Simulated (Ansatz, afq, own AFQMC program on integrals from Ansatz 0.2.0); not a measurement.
# SnF₄ (singlet): AFQMC on the coupled-cluster ladder at scale of all distances = 1.000, def2-SVP

How near does AFQMC come to the top of the ladder for SnF₄ (singlet)?

Program: Ansatz 0.2.0, Gaussian basis, and an in-house AFQMC program (afq) on its integrals; all values are calculated. Level of theory: def2-SVP, frozen cores. These are calculated values, not measurements.

The runs, in order: PBE (unrestricted); CCSD(T) on RHF; r2SCAN (unrestricted); PBE0 (unrestricted); B3LYP (unrestricted); wB97M-V (unrestricted); B2PLYP (unrestricted); Phaseless AFQMC, CISD trial on RHF; UHF.

12 further runs of the same task are left out: 3 that didn't finish, 9 set aside as unsound or not needed.

### Step 1. The system

The geometry derives from a PBE0/def2-TZVP stationary point (not a proven minimum). All distances are scaled together. No spin-orbit coupling is included. Elements past krypton take def2 core potentials.

5 atoms, charge 0, spin multiplicity 1.

Atoms are counted from 1 here; the program's logs count them from 0.

Bond lengths: Sn1–F2 1.877 Å, Sn1–F3 1.877 Å, Sn1–F4 1.877 Å, Sn1–F5 1.877 Å. Angles: F2–Sn1–F3 109.5°, F2–Sn1–F4 109.5°, F2–Sn1–F5 109.5°, F3–Sn1–F4 109.5°, F3–Sn1–F5 109.5°, F4–Sn1–F5 109.5°.

### Step 2. PBE (unrestricted)

The input, in.yaml:

```yaml
crystal:
  periodic: [false, false, false]
  atoms:
    - {symbol: Sn, position_ang: [0.000000, 0.000000, 0.000000]}
    - {symbol: F, position_ang: [1.082624, 1.083800, 1.083861]}
    - {symbol: F, position_ang: [-1.087205, -1.080081, 1.082988]}
    - {symbol: F, position_ang: [-1.079645, 1.083052, -1.087574]}
    - {symbol: F, position_ang: [1.084226, -1.086771, -1.079275]}
basis:
  gaussian: {orbitals: def2-SVP}
magnetization: {spin_polarized: true, initial_magnetization: 0}
hamiltonian: {xc: {name: PBE}}
output: {orbitals: {seedname: orbitals}}
```

Started as:

```bash
> ansatz run in.yaml --threads 1 --pin off --events-out ev --progress --plain --max-ram 5632MiB --backend cpu
```

Output:

```text
Functional definition: PBE
  name "PBE"
  cite "Perdew, Burke & Ernzerhof, Phys. Rev. Lett. 77, 3865 (1996) doi:10.1103/PhysRevLett.77.3865"
  parent pbe
  parameter kappa = 0.804
  parameter beta = 0.06672455060314922
  exchange = pbe_x(kappa = kappa, mu = beta*pi^2/3)
  correlation = pbe_c(beta = beta)
883 factors; their error is unknown
mean field evaluation 1: about -16674.7769 eV, gradient 4.8e1 eV
mean field evaluation 2: about -16643.9778 eV, gradient 1.1e2 eV
mean field evaluation 4: about -16682.1685 eV, gradient 1.1e0 eV
mean field evaluation 8: about -16682.1699 eV, gradient 2.2e-2 eV
mean field -16682.12946913 eV, -613.0569504372 hartree, gradient 3.6e-5 eV, S^2 0.000000; 0 other end points of the search recorded, 0 dependent functions left out
reference -16682.12950937 eV, -613.0569519158 hartree; 29, 29 occupied and 53, 53 virtual orbitals, 883 factors
Total energy: -16682.12950937 eV, -613.0569519158 hartree
```

Wall time 1.9 s (1 thread of AMD EPYC 7R13 (Zen 3), shared host); peak memory 0.68 GiB.

From the report: ⟨S²⟩ of the determinant 0.000 (pure singlet: 0.00).

### Step 3. CCSD(T) on RHF

in.yaml: that of step 2 with these lines changed.

```diff
@@ -10,4 +10,3 @@
   gaussian: {orbitals: def2-SVP}
-magnetization: {spin_polarized: true, initial_magnetization: 0}
-hamiltonian: {xc: {name: PBE}}
-output: {orbitals: {seedname: orbitals}}
+magnetization: {spin_polarized: false}
+correlation: {method: ccsd_t, electrons: outside_noble_gas, hamiltonian_folder: ham}
```

Started as:

```bash
> ansatz run in.yaml --threads 1 --pin off --events-out ev --progress --plain --max-ram 16896MiB --backend cuda --devices 0, --max-vram 18GiB
```

Output, shortened:

```text
Functional definition: HF
  name "HF"
  cite "Fock, Z. Phys. 61, 126 (1930) doi:10.1007/BF01340294"
  parent pbe
[...]
846 factors; integrals over basis functions are off by at most 1.3e-4 eV
[...]
mean field -16622.28543238 eV, -610.8577226504 hartree, gradient 2.4e-6 eV, S^2 0.000000; 0 other end points of the search recorded, 0 dependent functions left out
13 core orbitals not correlated, not the lowest: weight in the atoms' cores, before any rotation towards them, 0.708 or more for the frozen orbitals, at most 0.287 for the correlated occupied ones
reference -16622.28543238 eV, -610.8577226504 hartree; 16, 16 occupied and 53, 53 virtual orbitals, 846 factors
second order -22.82548810 eV of doubles, -0.00000000 eV of singles
cycle   1  -22.24497235 eV  change    5.8e-1 eV  update   1.2e-1
[...]
cycle   9  -22.83268141 eV  change    1.9e-5 eV  update   6.9e-6
perturbative correction -0.35403721 eV, -0.0130106276 hartree
Total energy: -16645.47215100 eV, -611.7098188432 hartree
```

Wall time 6 s (1 × NVIDIA H100 80GB HBM3 with 1 thread of AMD EPYC 7R13 (Zen 3), shared host); peak host memory 0.8 GiB.

From the report: correlation -23.1867 eV; T1 0.014; largest double amplitude 0.02.

This run also writes the integrals to the folder ham.

### Step 4. r2SCAN (unrestricted)

in.yaml: that of step 3 with these lines changed.

```diff
@@ -10,3 +10,3 @@
   gaussian: {orbitals: def2-SVP}
-magnetization: {spin_polarized: false}
-correlation: {method: ccsd_t, electrons: outside_noble_gas, hamiltonian_folder: ham}
+magnetization: {spin_polarized: true, initial_magnetization: 0}
+hamiltonian: {xc: {name: r2SCAN}}
```

Started as:

```bash
> ansatz run in.yaml --threads 1 --pin off --events-out ev --progress --plain --max-ram 5632MiB --backend cpu
```

Output:

```text
Functional definition: r2SCAN
  name "r2SCAN"
  cite "Furness, Kaplan, Ning, Perdew & Sun, J. Phys. Chem. Lett. 11, 8208 (2020) doi:10.1021/acs.jpclett.0c02405"
  cite "Furness, Kaplan, Ning, Perdew & Sun, J. Phys. Chem. Lett. 11, 9248 (2020) doi:10.1021/acs.jpclett.0c03077"
  parent r2scan
  parameter k0 = 0.174
  parameter k1 = 0.065
  parameter a1 = 4.9479
  exchange = r2scan_x(k0 = k0, k1 = k1, a1 = a1)
  correlation = r2scan_c
883 factors; their error is unknown
mean field evaluation 1: about -16683.1650 eV, gradient 4.6e1 eV
mean field evaluation 2: about -16662.0320 eV, gradient 9.3e1 eV
mean field evaluation 4: about -16690.1128 eV, gradient 7.2e-1 eV
mean field evaluation 8: about -16690.0746 eV, gradient 3.9e-2 eV
mean field -16690.07459650 eV, -613.3489284826 hartree, gradient 3.7e-6 eV, S^2 0.000000; 0 other end points of the search recorded, 0 dependent functions left out
reference -16690.07461140 eV, -613.3489290300 hartree; 29, 29 occupied and 53, 53 virtual orbitals, 883 factors
Total energy: -16690.07461140 eV, -613.3489290300 hartree
```

Wall time 4.2 s (1 thread of AMD EPYC 7R13 (Zen 3), shared host); peak memory 0.68 GiB.

From the report: ⟨S²⟩ of the determinant 0.000 (pure singlet: 0.00).

### Step 5. PBE0 (unrestricted)

in.yaml: that of step 4 with these lines changed.

```diff
@@ -11,2 +11,3 @@
 magnetization: {spin_polarized: true, initial_magnetization: 0}
-hamiltonian: {xc: {name: r2SCAN}}
+hamiltonian: {xc: {name: PBE0}}
+output: {orbitals: {seedname: orbitals}}
```

The command is unchanged.

Output:

```text
Functional definition: PBE0
  name "PBE0"
  cite "Adamo & Barone, J. Chem. Phys. 110, 6158 (1999) doi:10.1063/1.478522"
  cite "Perdew, Burke & Ernzerhof, Phys. Rev. Lett. 77, 3865 (1996) doi:10.1103/PhysRevLett.77.3865"
  parent pbe
  parameter a = 0.25
  parameter kappa = 0.804
  parameter beta = 0.06672455060314922
  exchange = (1 - a)*pbe_x(kappa = kappa, mu = beta*pi^2/3) + a*exact_x
  correlation = pbe_c(beta = beta)
846 factors; integrals over basis functions are off by at most 1.3e-4 eV
mean field evaluation 1: about -16675.8307 eV, gradient 4.4e1 eV
mean field evaluation 2: about -16665.8616 eV, gradient 7.2e1 eV
mean field evaluation 4: about -16682.0397 eV, gradient 4.1e-1 eV
mean field evaluation 8: about -16682.1313 eV, gradient 1.2e-2 eV
mean field -16682.13132724 eV, -613.0570187213 hartree, gradient 1.5e-5 eV, S^2 0.000000; 0 other end points of the search recorded, 0 dependent functions left out
reference -16682.13135680 eV, -613.0570198077 hartree; 29, 29 occupied and 53, 53 virtual orbitals, 846 factors
Total energy: -16682.13135680 eV, -613.0570198077 hartree
```

Run time: 2.8 s. Hardware: 1 thread of AMD EPYC 7R13 (Zen 3), shared host; peak memory 0.75 GiB.

From the report: ⟨S²⟩ of the determinant 0.000 (pure singlet: 0.00).

### Step 6. B3LYP (unrestricted)

in.yaml: that of step 5 with these lines changed.

```diff
@@ -11,3 +11,2 @@
 magnetization: {spin_polarized: true, initial_magnetization: 0}
-hamiltonian: {xc: {name: PBE0}}
-output: {orbitals: {seedname: orbitals}}
+hamiltonian: {xc: {name: B3LYP}}
```

Same command.

Output, shortened:

```text
Functional definition: B3LYP
  name "B3LYP"
  cite "Stephens, Devlin, Chabalowski & Frisch, J. Phys. Chem. 98, 11623 (1994) doi:10.1021/j100096a001"
  cite "Becke, Phys. Rev. A 38, 3098 (1988) doi:10.1103/PhysRevA.38.3098"
  cite "Lee, Yang & Parr, Phys. Rev. B 37, 785 (1988) doi:10.1103/PhysRevB.37.785"
  cite "Vosko, Wilk & Nusair, Can. J. Phys. 58, 1200 (1980) doi:10.1139/p80-159"
[...]
846 factors; integrals over basis functions are off by at most 1.3e-4 eV
[...]
mean field -16694.06918136 eV, -613.4957267685 hartree, gradient 2.3e-5 eV, S^2 0.000000; 0 other end points of the search recorded, 0 dependent functions left out
reference -16694.06940166 eV, -613.4957348645 hartree; 29, 29 occupied and 53, 53 virtual orbitals, 846 factors
Total energy: -16694.06940166 eV, -613.4957348645 hartree
```

Wall time 2.8 s (1 thread of AMD EPYC 7R13 (Zen 3), shared host); peak memory 1.5 GiB.

From the report: ⟨S²⟩ of the determinant 0.000 (pure singlet: 0.00).

### Step 7. wB97M-V (unrestricted)

in.yaml: that of step 6 with these lines changed.

```diff
@@ -11,2 +11,3 @@
 magnetization: {spin_polarized: true, initial_magnetization: 0}
-hamiltonian: {xc: {name: B3LYP}}
+hamiltonian: {xc: {name: wB97M-V}}
+output: {orbitals: {seedname: orbitals}}
```

The command is unchanged.

Output, shortened:

```text
Functional definition: wB97M-V
  name "wB97M-V"
  cite "Mardirossian & Head-Gordon, J. Chem. Phys. 144, 214110 (2016) doi:10.1063/1.4952647"
  cite "Becke, J. Chem. Phys. 107, 8554 (1997) doi:10.1063/1.475007"
  cite "Vydrov & Van Voorhis, J. Chem. Phys. 133, 244103 (2010) doi:10.1063/1.3521275"
  # Of w^i u^j: cxij and so on, Table III.
[...]
  gx(w, u) = 1 - cx + cx01*u + cx10*w
  gss(w, u) = css00 + css04*u^4 + css10*w + css20*w^2 + css43*w^4*u^3
  gos(w, u) = cos00 + cos10*w + (cos20 + cos21*u)*w^2 + (cos60 + cos61*u)*w^6
[...]
      + integral(e_c_pw_mod_opposite_spin*gos(b97_w_opposite, b97_u_opposite)) + vv10(b, c)
846 factors; integrals over basis functions are off by at most 1.3e-4 eV
175 factors; integrals over basis functions are off by at most 1.6e-6 eV
[...]
mean field -16688.40367928 eV, -613.2875234073 hartree, gradient 2.3e-5 eV, S^2 0.000000; 0 other end points of the search recorded, 0 dependent functions left out
reference -16688.40372573 eV, -613.2875251141 hartree; 29, 29 occupied and 53, 53 virtual orbitals, 846 factors
Total energy: -16688.40372573 eV, -613.2875251141 hartree
```

It took 10 s on 1 thread of AMD EPYC 7R13 (Zen 3), shared host; peak memory 1.5 GiB.

From the report: ⟨S²⟩ of the determinant 0.000 (pure singlet: 0.00).

### Step 8. B2PLYP (unrestricted)

in.yaml: that of step 7 with these lines changed.

```diff
@@ -11,3 +11,3 @@
 magnetization: {spin_polarized: true, initial_magnetization: 0}
-hamiltonian: {xc: {name: wB97M-V}}
-output: {orbitals: {seedname: orbitals}}
+hamiltonian: {xc: {name: B2PLYP}}
+correlation: {electrons: outside_noble_gas}
```

The command is unchanged.

Output, shortened:

```text
Functional definition: B2PLYP
  name "B2PLYP"
  cite "Grimme, J. Chem. Phys. 124, 034108 (2006) doi:10.1063/1.2148954"
  cite "Becke, Phys. Rev. A 38, 3098 (1988) doi:10.1103/PhysRevA.38.3098"
  cite "Lee, Yang & Parr, Phys. Rev. B 37, 785 (1988) doi:10.1103/PhysRevB.37.785"
[...]
846 factors; integrals over basis functions are off by at most 1.3e-4 eV
[...]
mean field -16669.58289972 eV, -612.5958725155 hartree, gradient 7.3e-6 eV, S^2 0.000000; 0 other end points of the search recorded, 0 dependent functions left out
13 core orbitals not correlated, not the lowest: weight in the atoms' cores, before any rotation towards them, 0.608 or more for the frozen orbitals, at most 0.387 for the correlated occupied ones
reference -16669.58303448 eV, -612.5958774678 hartree; 16, 16 occupied and 53, 53 virtual orbitals, 846 factors
second order -27.67764224 eV of doubles, -0.00000000 eV of singles
Total energy: -16677.05599788 eV, -612.8705038076 hartree
```

Wall time 3.8 s (1 thread of AMD EPYC 7R13 (Zen 3), shared host); peak memory 1.5 GiB.

From the report: ⟨S²⟩ of the determinant 0.000 (pure singlet: 0.00).

### Step 9. Phaseless AFQMC, CISD trial on RHF

It reads the integrals that the CCSD(T) run on this determinant wrote.

Started as:

```bash
> afq ham --method phaseless --trial cisd --walkers 4000 --populations 20 --least-time 60 --time-step 0.005 --steps-per-block 50 --equilibration-blocks 28 --max-blocks 4000 --target-error 0.00034 --factor-cut 1e-05 --seed 3269 --release-times 0.21,0.42,0.63,0.9 --release-step 0.03 --release-every 5 --taylor-order 6
```

Output:

```text
orbitals 69  electrons 16 16  factors 554 of 846
reference energy -610.85772265 Eh
CCSD correlation -0.83908568 Eh in 10 cycles, weight of the determinant in the CISD state 0.8280
energy of the start -611.696774 Eh
 block  time / (1/Eh)  mean weight  energy / Eh
     1     0.250  0.9994  -611.674922
     2     0.500  0.9996  -611.691781
     3     0.750  1.0000  -611.699505
     4     1.000  0.9995  -611.706197
     5     1.250  0.9994  -611.707920
     6     1.500  0.9999  -611.709699
     7     1.750  1.0005  -611.709352
     8     2.000  0.9997  -611.712385
     9     2.250  0.9999  -611.713021
    10     2.500  1.0000  -611.710198
    11     2.750  1.0001  -611.706538
    12     3.000  0.9996  -611.710630
    13     3.250  0.9993  -611.713501
    14     3.500  0.9995  -611.711711
    15     3.750  1.0003  -611.714366
    16     4.000  0.9992  -611.713929
    17     4.250  0.9996  -611.713929
    18     4.500  0.9997  -611.711775
    19     4.750  1.0003  -611.715283
    20     5.000  1.0002  -611.711642
    21     5.250  0.9999  -611.713560
    22     5.500  0.9992  -611.712987
    23     5.750  0.9999  -611.713034
    24     6.000  0.9995  -611.712689
    25     6.250  1.0002  -611.711468
    26     6.500  0.9986  -611.713388
    27     6.750  1.0009  -611.711237
    28     7.000  0.9997  -611.713454
    29     7.250  0.9992  -611.708669
    30     7.500  1.0003  -611.711424
    31     7.750  1.0001  -611.712366
    32     8.000  0.9996  -611.711382
    33     8.250  1.0000  -611.711406
    34     8.500  0.9998  -611.714370
    35     8.750  0.9995  -611.714515
    36     9.000  1.0000  -611.712832
    37     9.250  0.9999  -611.715293
    38     9.500  0.9994  -611.714162
    39     9.750  0.9995  -611.714732
    40    10.000  0.9996  -611.713466
    41    10.250  0.9992  -611.715187
    42    10.500  1.0003  -611.714803
    43    10.750  1.0005  -611.717275
    44    11.000  0.9995  -611.714140
    45    11.250  0.9999  -611.712169
    46    11.500  1.0001  -611.712057
    47    11.750  0.9999  -611.713647
    48    12.000  1.0001  -611.715640
    49    12.250  1.0004  -611.714470
    50    12.500  0.9994  -611.714823
    51    12.750  0.9996  -611.715576
    52    13.000  0.9996  -611.713441
    53    13.250  1.0000  -611.711672
    54    13.500  1.0007  -611.709373
    55    13.750  0.9997  -611.711380
    56    14.000  1.0000  -611.710315
    57    14.250  1.0002  -611.710319
    58    14.500  0.9997  -611.711512
    59    14.750  1.0001  -611.712041
    60    15.000  0.9999  -611.711925
    61    15.250  1.0006  -611.715093
    62    15.500  0.9997  -611.711147
    63    15.750  0.9998  -611.713498
    64    16.000  0.9997  -611.713870
    65    16.250  1.0005  -611.712281
    66    16.500  0.9998  -611.714577
    67    16.750  1.0000  -611.713401
    68    17.000  1.0003  -611.713174
    69    17.250  0.9998  -611.713015
    70    17.500  0.9994  -611.715886
    71    17.750  0.9992  -611.712003
error from the spread of 20 populations
released: time / (1/Eh)  energy / Eh  error  mean overlap
  0.21  -611.713748  0.000415  0.9973
  0.42  -611.713442  0.000489  0.9923
  0.63  -611.712671  0.000841  1.0004
  0.90  -611.713548  0.000786  0.9902
energy -611.713124 +/- 0.000389 Eh
```

It took 2.6 min on 1 × NVIDIA H100 80GB HBM3 with 2 threads of AMD EPYC 7R13 (Zen 3), shared host; peak host memory 1.5 GiB.

Energy -16645.5621 ± 0.0106 eV. Caveats: constraint bias not in the error.

### Step 10. UHF

in.yaml: that of step 8 with these lines changed.

```diff
@@ -11,3 +11,3 @@
 magnetization: {spin_polarized: true, initial_magnetization: 0}
-hamiltonian: {xc: {name: B2PLYP}}
-correlation: {electrons: outside_noble_gas}
+hamiltonian: {xc: hf}
+output: {orbitals: {seedname: orbitals}}
```

Started as:

```bash
> ansatz run in.yaml --threads 1 --pin off --events-out ev --progress --plain --max-ram 16896MiB --backend cuda --devices 0, --max-vram 18GiB
```

Output:

```text
Functional definition: HF
  name "HF"
  cite "Fock, Z. Phys. 61, 126 (1930) doi:10.1007/BF01340294"
  parent pbe
  exchange = exact_x
  correlation = 0
846 factors; integrals over basis functions are off by at most 1.3e-4 eV
mean field evaluation 1: about -16617.9896 eV, gradient 3.5e1 eV
mean field evaluation 2: about -16618.1136 eV, gradient 3.5e1 eV
mean field evaluation 4: about -16622.2565 eV, gradient 1.2e0 eV
mean field evaluation 8: about -16622.2854 eV, gradient 3.1e-5 eV
mean field -16622.28543238 eV, -610.8577226504 hartree, gradient 3.4e-5 eV, S^2 0.000000; 0 other end points of the search recorded, 0 dependent functions left out
reference -16622.28543238 eV, -610.8577226504 hartree; 29, 29 occupied and 53, 53 virtual orbitals, 846 factors
Total energy: -16622.28543238 eV, -610.8577226504 hartree
```

Run time: 2.2 s. Hardware: 1 × NVIDIA H100 80GB HBM3 with 1 thread of AMD EPYC 7R13 (Zen 3), shared host; peak host memory 1.5 GiB.

From the report: ⟨S²⟩ of the determinant 0.000 (pure singlet: 0.00).

### Step 11. AFQMC on the ladder

On the RHF determinant, counted from CCSD(T) (a yardstick, not exact):

| level | energy (eV) | from CCSD(T) (meV) | statistical error (meV) | time |
| --- | --- | --- | --- | --- |
| HF | -16622.2854 | +23186.7 |  |  |
| MP2 | -16645.1109 | +361.2 |  |  |
| CCSD | -16645.1181 | +354.0 |  |  |
| CCSD(T) | -16645.4722 | 0.0 |  |  |
| Phaseless AFQMC, CISD trial, step 0.005, 4000 walkers | -16645.5621 | -89.9 | 10.6 | 2.6 min |

The functionals' totals stand on their own zeros and serve differences with other points: PBE -16682.130 eV; r2SCAN -16690.075 eV; PBE0 -16682.131 eV; B3LYP -16694.069 eV; wB97M-V -16688.404 eV; B2PLYP -16677.056 eV.

### Step 12. What came out

| quantity | value |
| --- | --- |
| Phaseless AFQMC, CISD trial on RHF from CCSD(T) | -89.9 ± 10.6 meV |

**Reading.** On RHF the phaseless walk with the CISD trial lies -89.9 meV from CCSD(T), 8 times its error bar. Error bars are statistical and leave out the constraint, the time step and what remains of the start. Sn carries a core potential, and spin-orbit coupling is left out.
